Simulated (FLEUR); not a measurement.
Input of a FLEUR MaX-R8.1 (later development tree) run:

File inp.xml:

```xml
<?xml version="1.0" encoding="UTF-8" standalone="no"?>
<fleurInput fleurInputVersion="0.39">
   <comment>
      NbTe                                                                                                
   </comment>
   <calculationSetup>
      <cutoffs Kmax="4.19" Gmax="13.0" GmaxXC="13.0" numbands="all"/>
      <scfLoop itmax="80" minDistance="0.0001" maxIterBroyd="30" imix="Anderson" alpha="0.05" precondParam="0.0" spinf="2.0" sdNocoIR="T"/>
      <coreElectrons ctail="F" frcor="F" kcrel="0" coretail_lmax="0"/>
      <xcFunctional name="LibXC" relativisticCorrections="F">
         <LibXCName exchange="mgga_x_r2scan" correlation="mgga_c_r2scan"/>
         <AuxGGA exchange="117" correlation="130"/>
      </xcFunctional>
      <magnetism jspins="1"/>
      <soc l_soc="T" theta="0.0" phi="0.0" spav="F"/>
      <expertModes spex="0" secvar="F"/>
      <geometryOptimization l_f="F" forcealpha="1.0" forcemix="BFGS" epsdisp="0.00001" epsforce="0.00001"/>
      <ldaU l_linMix="F" mixParam="0.05" spinf="1.0"/>
   </calculationSetup>
   <cell>
      <bzIntegration valenceElectrons="35.0" mode="hist" fermiSmearingEnergy="0.00183747">
         <kPointListSelection listName="default-1"/>
         <!-- k-points included here -->
         <xi:include xmlns:xi="http://www.w3.org/2001/XInclude" href="kpts.xml"> </xi:include>
      </bzIntegration>
      <!-- symmetry operations included here -->
      <xi:include xmlns:xi="http://www.w3.org/2001/XInclude" href="sym.xml"> </xi:include>
      <bulkLattice scale="1.0">
         <bravaisMatrix>
            <row-1>    6.9976074370826797     0.0000000000000000     0.0000000000000000</row-1>
            <row-2>   -3.4988037185413399     6.0601058063025661     0.0000000000000000</row-2>
            <row-3>    0.0000000000000000     0.0000000000000000     6.9810470364846902</row-3>
         </bravaisMatrix>
      </bulkLattice>
   </cell>
   <atomSpecies>
      <species name="Tellurium (Te)" element="Te" atomicNumber="52">
         <mtSphere radius="2.34" gridPoints="773" logIncrement="0.017"/>
         <atomicCutoffs lmax="9" lnonsphr="9"/>
         <electronConfig flipSpins="F">
            <coreConfig>(1s1/2) (2s1/2) (2p1/2) (2p3/2) (3s1/2) (3p1/2) (3p3/2) (4s1/2) (3d3/2) (3d5/2)</coreConfig>
            <valenceConfig>(4p1/2) (4p3/2) (5s1/2) (4d3/2) (4d5/2) (5p1/2) (5p3/2)</valenceConfig>
            <stateOccupation state="(5p1/2)" spinUp="0.666667" spinDown="0.666667"/>
            <stateOccupation state="(5p3/2)" spinUp="1.333333" spinDown="1.333333"/>
         </electronConfig>
         <energyParameters s="5" p="5" d="5" f="4"/>
         <lo type="SCLO" l="1" n="4" eDeriv="0"/>
         <lo type="SCLO" l="1" n="4" eDeriv="1"/>
         <lo type="SCLO" l="2" n="4" eDeriv="0"/>
         <lo type="SCLO" l="2" n="4" eDeriv="1"/>
         <lo type="SCLO" l="0" n="5" eDeriv="2"/>
         <lo type="SCLO" l="3" n="4" eDeriv="2"/>
      </species>
      <species name="Niobium (Nb)" element="Nb" atomicNumber="41">
         <mtSphere radius="2.6" gridPoints="859" logIncrement="0.015"/>
         <atomicCutoffs lmax="10" lnonsphr="10"/>
         <electronConfig flipSpins="F">
            <coreConfig>(1s1/2) (2s1/2) (2p1/2) (2p3/2) (3s1/2) (3p1/2) (3p3/2) (3d3/2) (3d5/2)</coreConfig>
            <valenceConfig>(4s1/2) (4p1/2) (4p3/2) (5s1/2) (4d3/2) (4d5/2)</valenceConfig>
            <stateOccupation state="(5s1/2)" spinUp="0.500000" spinDown="0.500000"/>
            <stateOccupation state="(4d3/2)" spinUp="0.800000" spinDown="0.800000"/>
            <stateOccupation state="(4d5/2)" spinUp="1.200000" spinDown="1.200000"/>
         </electronConfig>
         <energyParameters s="5" p="5" d="4" f="4"/>
         <lo type="SCLO" l="0" n="4" eDeriv="0"/>
         <lo type="SCLO" l="1" n="4" eDeriv="0"/>
         <lo type="SCLO" l="1" n="4" eDeriv="1"/>
         <lo type="SCLO" l="2" n="4" eDeriv="2"/>
         <lo type="SCLO" l="3" n="4" eDeriv="2"/>
      </species>
   </atomSpecies>
   <atomGroups>
      <atomGroup species="Tellurium (Te)">
         <relPos label="                   1">-1.000/3.000 1.000/3.000 .0000000000</relPos>
         <force calculate="T" relaxXYZ="TTT"/>
      </atomGroup>
      <atomGroup species="Niobium (Nb)">
         <relPos label="                   2">.0000000000 .0000000000 1.000/2.000</relPos>
         <force calculate="T" relaxXYZ="TTT"/>
      </atomGroup>
   </atomGroups>
   <output dos="F" band="F" slice="F">
      <checks vchk="F" cdinf="F"/>
      <bandDOS minEnergy="-.5*Htr" maxEnergy="0.5*Htr" sigma="0.015" storeEVData="T"/>
      <vacuumDOS vacdos="F" integ="F" star="F" nstars="0" locx1="0.0" locy1="0.0" locx2="0.0" locy2="0.0" nstm="0" tworkf="0.0"/>
      <unfoldingBand unfoldBand="F" supercellX="1" supercellY="1" supercellZ="1"/>
      <plotting iplot="0" polar="F">
         <plot TwoD="T" vec1="  1.0  0.0  0.0" vec2="  0.0  1.0  0.0" vec3="  0.0  0.0  1.0" zero="  0.0  0.0  0.0" file="plot"/>
      </plotting>
      <chargeDensitySlicing numkpt="0" minEigenval="0.0" maxEigenval="0.0" nnne="0" pallst="F"/>
      <specialOutput eonly="F"/>
      <moessbauerParams electricFieldGradient="T" isomerShift="T" coreHyperfine="T" valenceHyperfine="T"/>
      <magneticCircularDichroism mcd="F" energyLo="-10.0" energyUp="0.0"/>
   </output>
  <!-- We include the file relax.xml here to enable relaxations (see documentation) -->
  <xi:include xmlns:xi="http://www.w3.org/2001/XInclude" href="relax.xml"> <xi:fallback/> </xi:include>
</fleurInput>
```

crystal.txt

```
NbTe
&input cartesian=F /
3.7029743866  0.0000000000  0.0000000000
-1.8514871933  3.2068698884  0.0000000000
0.0000000000  0.0000000000  3.6942110000
1.8897261246
1.0 1.0 1.0

2
52 0.6666666667  0.3333333333  0.0000000000
41 0.0000000000  0.0000000000  0.5000000000

&soc 0.0 0.0 /
&kpt div1=6 div2=6 div3=5 gamma=T /
```

inp.xml (bands)

```
<?xml version="1.0" encoding="UTF-8" standalone="no"?>
<fleurInput fleurInputVersion="0.39">
   <comment>
      NbTe                                                                                                
   </comment>
   <calculationSetup>
      <cutoffs Kmax="4.19" Gmax="13.0" GmaxXC="13.0" numbands="all"/>
      <scfLoop itmax="80" minDistance="0.0001" maxIterBroyd="30" imix="Anderson" alpha="0.05" precondParam="0.0" spinf="2.0" sdNocoIR="T"/>
      <coreElectrons ctail="F" frcor="F" kcrel="0" coretail_lmax="0"/>
      <xcFunctional name="LibXC" relativisticCorrections="F">
         <LibXCName exchange="mgga_x_r2scan" correlation="mgga_c_r2scan"/>
         <AuxGGA exchange="117" correlation="130"/>
      </xcFunctional>
      <magnetism jspins="1"/>
      <soc l_soc="T" theta="0.0" phi="0.0" spav="F"/>
      <expertModes spex="0" secvar="F"/>
      <geometryOptimization l_f="F" forcealpha="1.0" forcemix="BFGS" epsdisp="0.00001" epsforce="0.00001"/>
      <ldaU l_linMix="F" mixParam="0.05" spinf="1.0"/>
   </calculationSetup>
   <cell>
      <bzIntegration valenceElectrons="35.0" mode="hist" fermiSmearingEnergy="0.00183747">
         <kPointListSelection listName="path-1"/>
         <!-- k-points included here -->
         <xi:include xmlns:xi="http://www.w3.org/2001/XInclude" href="kpts.xml"> </xi:include>
      </bzIntegration>
      <!-- symmetry operations included here -->
      <xi:include xmlns:xi="http://www.w3.org/2001/XInclude" href="sym.xml"> </xi:include>
      <bulkLattice scale="1.0">
         <bravaisMatrix>
            <row-1>    6.9976074370826797     0.0000000000000000     0.0000000000000000</row-1>
            <row-2>   -3.4988037185413399     6.0601058063025661     0.0000000000000000</row-2>
            <row-3>    0.0000000000000000     0.0000000000000000     6.9810470364846902</row-3>
         </bravaisMatrix>
      </bulkLattice>
   </cell>
   <atomSpecies>
      <species name="Tellurium (Te)" element="Te" atomicNumber="52">
         <mtSphere radius="2.34" gridPoints="773" logIncrement="0.017"/>
         <atomicCutoffs lmax="9" lnonsphr="9"/>
         <electronConfig flipSpins="F">
            <coreConfig>(1s1/2) (2s1/2) (2p1/2) (2p3/2) (3s1/2) (3p1/2) (3p3/2) (4s1/2) (3d3/2) (3d5/2)</coreConfig>
            <valenceConfig>(4p1/2) (4p3/2) (5s1/2) (4d3/2) (4d5/2) (5p1/2) (5p3/2)</valenceConfig>
            <stateOccupation state="(5p1/2)" spinUp="0.666667" spinDown="0.666667"/>
            <stateOccupation state="(5p3/2)" spinUp="1.333333" spinDown="1.333333"/>
         </electronConfig>
         <energyParameters s="5" p="5" d="5" f="4"/>
         <lo type="SCLO" l="1" n="4" eDeriv="0"/>
         <lo type="SCLO" l="1" n="4" eDeriv="1"/>
         <lo type="SCLO" l="2" n="4" eDeriv="0"/>
         <lo type="SCLO" l="2" n="4" eDeriv="1"/>
         <lo type="SCLO" l="0" n="5" eDeriv="2"/>
         <lo type="SCLO" l="3" n="4" eDeriv="2"/>
      </species>
      <species name="Niobium (Nb)" element="Nb" atomicNumber="41">
         <mtSphere radius="2.6" gridPoints="859" logIncrement="0.015"/>
         <atomicCutoffs lmax="10" lnonsphr="10"/>
         <electronConfig flipSpins="F">
            <coreConfig>(1s1/2) (2s1/2) (2p1/2) (2p3/2) (3s1/2) (3p1/2) (3p3/2) (3d3/2) (3d5/2)</coreConfig>
            <valenceConfig>(4s1/2) (4p1/2) (4p3/2) (5s1/2) (4d3/2) (4d5/2)</valenceConfig>
            <stateOccupation state="(5s1/2)" spinUp="0.500000" spinDown="0.500000"/>
            <stateOccupation state="(4d3/2)" spinUp="0.800000" spinDown="0.800000"/>
            <stateOccupation state="(4d5/2)" spinUp="1.200000" spinDown="1.200000"/>
         </electronConfig>
         <energyParameters s="5" p="5" d="4" f="4"/>
         <lo type="SCLO" l="0" n="4" eDeriv="0"/>
         <lo type="SCLO" l="1" n="4" eDeriv="0"/>
         <lo type="SCLO" l="1" n="4" eDeriv="1"/>
         <lo type="SCLO" l="2" n="4" eDeriv="2"/>
         <lo type="SCLO" l="3" n="4" eDeriv="2"/>
      </species>
   </atomSpecies>
   <atomGroups>
      <atomGroup species="Tellurium (Te)">
         <relPos label="                   1">-1.000/3.000 1.000/3.000 .0000000000</relPos>
         <force calculate="T" relaxXYZ="TTT"/>
      </atomGroup>
      <atomGroup species="Niobium (Nb)">
         <relPos label="                   2">.0000000000 .0000000000 1.000/2.000</relPos>
         <force calculate="T" relaxXYZ="TTT"/>
      </atomGroup>
   </atomGroups>
   <output dos="F" band="T" slice="F">
      <checks vchk="F" cdinf="F"/>
      <bandDOS minEnergy="-.5*Htr" maxEnergy="0.5*Htr" sigma="0.015" storeEVData="T"/>
      <vacuumDOS vacdos="F" integ="F" star="F" nstars="0" locx1="0.0" locy1="0.0" locx2="0.0" locy2="0.0" nstm="0" tworkf="0.0"/>
      <unfoldingBand unfoldBand="F" supercellX="1" supercellY="1" supercellZ="1"/>
      <plotting iplot="0" polar="F">
         <plot TwoD="T" vec1="  1.0  0.0  0.0" vec2="  0.0  1.0  0.0" vec3="  0.0  0.0  1.0" zero="  0.0  0.0  0.0" file="plot"/>
      </plotting>
      <chargeDensitySlicing numkpt="0" minEigenval="0.0" maxEigenval="0.0" nnne="0" pallst="F"/>
      <specialOutput eonly="F"/>
      <moessbauerParams electricFieldGradient="T" isomerShift="T" coreHyperfine="T" valenceHyperfine="T"/>
      <magneticCircularDichroism mcd="F" energyLo="-10.0" energyUp="0.0"/>
   </output>
  <!-- We include the file relax.xml here to enable relaxations (see documentation) -->
  <xi:include xmlns:xi="http://www.w3.org/2001/XInclude" href="relax.xml"> <xi:fallback/> </xi:include>
</fleurInput>
```

Potentials or basis: all-electron, FLAPW.

Launch:

```bash
$ inpgen -f crystal.txt -profile fastHighL
$ # inp.xml edited to the form shown
$ fleur_MPI
$ fleur_MPI   # second run, on inp.xml (bands)
```

Problem. Estimate the band gap along the path.

Solution. None (metal or under the smearing width).

Levels at the corners of the path, in eV from the Fermi level:
```
point  band 34  band 35  band 36  band 37  band 38  band 39
    Γ    -2.60    -0.01    -0.01     0.07     0.07     2.33
    M    -2.79    -0.32    -0.32     1.23     1.23     1.56
    K    -1.07    -0.35    -0.14     0.18     0.24     0.37
    Γ    -2.60    -0.01    -0.01     0.07     0.07     2.33
    A    -1.15    -1.04    -1.04     0.72     0.72     1.42
    L    -1.59     1.14     1.14     1.35     1.35     1.89
    H    -1.29     1.18     1.20     1.71     1.77     2.26
    A    -1.15    -1.04    -1.04     0.72     0.72     1.42
    L    -1.59     1.14     1.14     1.35     1.35     1.89
    M    -2.79    -0.32    -0.32     1.23     1.23     1.56
    K    -1.07    -0.35    -0.14     0.18     0.24     0.37
    H    -1.29     1.18     1.20     1.71     1.77     2.26
```

Caveat: the meta-GGA is that of a development version, with a GGA for the radial functions and cores and without core tails.
